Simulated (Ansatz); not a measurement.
# C₇H₉F₉GeO₃: basis-set convergence

One table from this session's results is given with a row withheld; the runs are named, their logs left out.

The runs use Ansatz 0.2.0, Gaussian basis; one geometry, several basis sets.

The runs, in order: PBE0-D4/def2-SVP; ωB97M-V/def2-SVP; PBE0-D4/def2-QZVPP; ωB97M-V/def2-QZVPP; the functionals' def2-TZVPP values are taken from earlier runs.

### Structure used throughout

The geometry comes from an earlier relaxation with PBE0-D4 in a triple-zeta def2 set; it is a stationary point, not always the lowest conformer.

SMILES `[CH3][Ge]([O]CC(F)(F)F)([O]CC(F)(F)F)[O]CC(F)(F)F`, 29 atoms, charge 0, spin multiplicity 1.

Atoms are counted from 1 here; the program's logs count them from 0.

Bond lengths: C1–Ge2 1.918 Å, C1–H21 1.090 Å, C1–H22 1.089 Å, C1–H23 1.090 Å, Ge2–O3 1.780 Å, Ge2–O9 1.767 Å, Ge2–O15 1.770 Å, O3–C4 1.391 Å, C4–C5 1.515 Å, C4–H24 1.094 Å, C4–H25 1.096 Å, C5–F6 1.335 Å, C5–F7 1.345 Å, C5–F8 1.334 Å, O9–C10 1.394 Å, C10–C11 1.515 Å, C10–H26 1.095 Å, C10–H27 1.093 Å and more. Angles: Ge2–C1–H21 107.9°, Ge2–C1–H22 110.5°, Ge2–C1–H23 109.9°, H21–C1–H22 109.3°, H21–C1–H23 108.9°, H22–C1–H23 110.4°, C1–Ge2–O3 117.4°, C1–Ge2–O9 109.1°, C1–Ge2–O15 110.9°, O3–Ge2–O9 106.5°, O3–Ge2–O15 105.0°, O9–Ge2–O15 107.4°, Ge2–O3–C4 123.8°, O3–C4–C5 111.1°, O3–C4–H24 109.2°, O3–C4–H25 113.8°, C5–C4–H24 107.4°, C5–C4–H25 107.2° and more.

Set-up of the first run:

Contents of in.yaml:

```yaml
crystal:
  periodic: [false, false, false]
  atoms:
    - {symbol: C, position_ang: [0.805111, 2.035368, 1.442162]}
    - {symbol: Ge, position_ang: [0.516899, 0.318554, 0.637677]}
    - {symbol: O, position_ang: [-0.543748, 0.250264, -0.790489]}
    - {symbol: C, position_ang: [-1.066391, 1.374059, -1.420940]}
    - {symbol: C, position_ang: [-0.117987, 1.896327, -2.480928]}
    - {symbol: F, position_ang: [-0.635074, 2.969850, -3.083666]}
    - {symbol: F, position_ang: [1.060309, 2.257544, -1.943499]}
    - {symbol: F, position_ang: [0.143580, 0.982338, -3.416829]}
    - {symbol: O, position_ang: [2.073020, -0.353261, 0.138962]}
    - {symbol: C, position_ang: [2.249775, -1.166394, -0.979138]}
    - {symbol: C, position_ang: [1.922049, -2.618089, -0.695331]}
    - {symbol: F, position_ang: [0.622650, -2.784872, -0.400918]}
    - {symbol: F, position_ang: [2.625421, -3.110520, 0.323313]}
    - {symbol: F, position_ang: [2.186126, -3.362275, -1.776537]}
    - {symbol: O, position_ang: [-0.200898, -0.810751, 1.796815]}
    - {symbol: C, position_ang: [-1.461139, -1.376058, 1.624089]}
    - {symbol: C, position_ang: [-2.541296, -0.470606, 2.178329]}
    - {symbol: F, position_ang: [-2.524307, 0.737185, 1.577346]}
    - {symbol: F, position_ang: [-3.750652, -1.000959, 1.974404]}
    - {symbol: F, position_ang: [-2.403692, -0.251666, 3.486066]}
    - {symbol: H, position_ang: [1.466523, 1.897453, 2.297983]}
    - {symbol: H, position_ang: [1.272507, 2.715620, 0.732147]}
    - {symbol: H, position_ang: [-0.142537, 2.444307, 1.791724]}
    - {symbol: H, position_ang: [-1.999731, 1.102899, -1.922346]}
    - {symbol: H, position_ang: [-1.279427, 2.204950, -0.737958]}
    - {symbol: H, position_ang: [1.637427, -0.861502, -1.834275]}
    - {symbol: H, position_ang: [3.302007, -1.127043, -1.273087]}
    - {symbol: H, position_ang: [-1.708792, -1.575060, 0.577063]}
    - {symbol: H, position_ang: [-1.507722, -2.317672, 2.177863]}
basis:
  gaussian: {orbitals: def2-SVP}
hamiltonian: {xc: pbe0, dispersion: d4}
output: {orbitals: {seedname: orbitals}}
```

Run with:

```console
$ ansatz run in.yaml --threads 11 --pin off --events-out ev --progress --plain --max-ram 110592MiB --backend cuda --devices 0, --max-vram 75GiB
```

Steps of the session up to this table: PBE0-D4 in def2-SVP; ωB97M-V in def2-SVP; PBE0-D4 in def2-QZVPP; ωB97M-V in def2-QZVPP.

One of the session's tables, all rows but one given; the rest of the session is left out.

It belongs to the step «Functionals by basis». 

| functional | basis | HOMO (eV) | LUMO (eV) |
| --- | --- | --- | --- |
| PBE0-D4 | def2-SVP | -8.54 | 0.51 |
| PBE0-D4 | def2-TZVPP | ? | ? |
| PBE0-D4 | def2-QZVPP | -8.71 | -0.08 |
| ωB97M-V | def2-SVP | -10.93 | 2.44 |
| ωB97M-V | def2-TZVPP | -11.08 | 1.85 |
| ωB97M-V | def2-QZVPP | -11.12 | 1.32 |

**Question.** Estimate the row for PBE0-D4, def2-TZVPP.

As computed: HOMO (eV): -8.67; LUMO (eV): 0.13. In the column «HOMO (eV)» it lies between PBE0-D4, def2-QZVPP (-8.71) and PBE0-D4, def2-SVP (-8.54).
